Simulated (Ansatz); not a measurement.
# MoS2 (P-3m1): phonon calculation by linear response from a Python script

What are the phonon frequencies of MoS2 (P-3m1)? The task is a phonon calculation by linear response, for MoS2 (P-3m1).

Program: Ansatz 0.2.0 through its Python package. Level of theory: DFT LDA, plane waves, PAW. These are calculated values, not measurements.

**1. Starting point**

The structure is trigonal, space group P-3m1 (No. 164). The conventional cell has a = 3.227 Å, b = 3.227 Å, c = 6.312 Å, α = 90.00°, β = 90.00°, γ = 120.00°. Around Mo (site symmetry -3m) lie 6 S at 2.42 Å. Around S (site symmetry 3m) lie 3 Mo at 2.42 Å.

The script reads POSCAR_mos2:

```text
MoS2
1.0
   3.22746456    0.00000000    0.00000000
  -1.61373228    2.79506630    0.00000000
   0.00000000    0.00000000    6.31247342
Mo S
1 2
Direct
   0.00000000    0.00000000    0.50000000
   0.33333333    0.66666667    0.25531932
   0.66666667    0.33333333    0.74468068
```

**2. The script**

File dfpt_mos2.py:

```python
from pathlib import Path
import logging
import sys
import warnings

import ansatz as az
from ase.io import read
import numpy as np

logging.basicConfig(stream=sys.stdout, format='%(name)s: %(message)s')
log = logging.getLogger('calc')
log.setLevel(logging.INFO)

SETTINGS = {
    'xc': 'lda',
    'smearing': 'Fermi-Dirac',
    'width_ev': 0.15,
    'kmesh': (14, 14, 6),
}

warnings.simplefilter('ignore', az.DeckWarning)

atoms = read('POSCAR_mos2', format='vasp')
structure = az.Crystal.from_ase(atoms)

base = structure.calculation()
base = base.functional(SETTINGS['xc']).occupations(SETTINGS['smearing'], width=SETTINGS['width_ev'])
base = base.kpoints(*SETTINGS['kmesh']).phonons('dfpt')
res = base.run(threads=1, runs_dir='runs')
ph = res.phonons

print('Gamma modes (1/cm):', ' '.join(f'{w:.1f}' for w in ph.gamma_omega_inv_cm))
print('in meV:', ' '.join(f'{w * 0.1239842:.2f}' for w in ph.gamma_omega_inv_cm))
```

**3. The input behind the calls**

The package turns the script's settings into the engine's input:

```yaml
crystal:
  lattice:
    - [3.22746456, 0.0, 0.0]
    - [-1.61373228, 2.7950663, 0.0]
    - [0.0, 0.0, 6.31247342]
  atoms:
    - { symbol: Mo, position: [0.0, 0.0, 0.5] }
    - { symbol: S, position: [0.3333333299999999, 0.66666667, 0.25531932] }
    - { symbol: S, position: [0.66666667, 0.33333333, 0.7446806799999999] }
kpoints:
  mp_grid:
    grid: [14, 14, 6]
hamiltonian:
  xc: lda
scf:
  occupations:
    method: fermi_dirac
    width: 0.15
phonons:
  method: dfpt
```

**4. Launch**

Launch:

```
python dfpt_mos2.py
```

Without the output at hand: what should come out? Wanted: free energy; gap on the mesh; highest frequency.

As calculated:

```
                       quantity                               value
                    free energy  -6584.0008 eV (-2194.6669 eV/atom)
                gap on the mesh                                none
              highest frequency                            387 cm⁻¹
imaginary modes at these points                                none
```

No mode at these points is imaginary. Only Γ is listed, so instabilities elsewhere in the zone are not shown. The highest lies at 387 cm⁻¹ (11.6 THz). Filled and empty levels meet on the mesh: no gap at this level. What to keep in mind:
- No spin polarisation was allowed.
- The cell isn't relaxed first, so the values belong to this volume.
- A Fermi-Dirac width this large means warm electrons, whose thermal share enters the free energy.
- The structure comes from a database of computed cells and needn't be a stable or known phase.
- The structure is taken as given; imaginary modes can come from an unrelaxed or unstable start. Phonons of metals also depend on mesh and smearing.
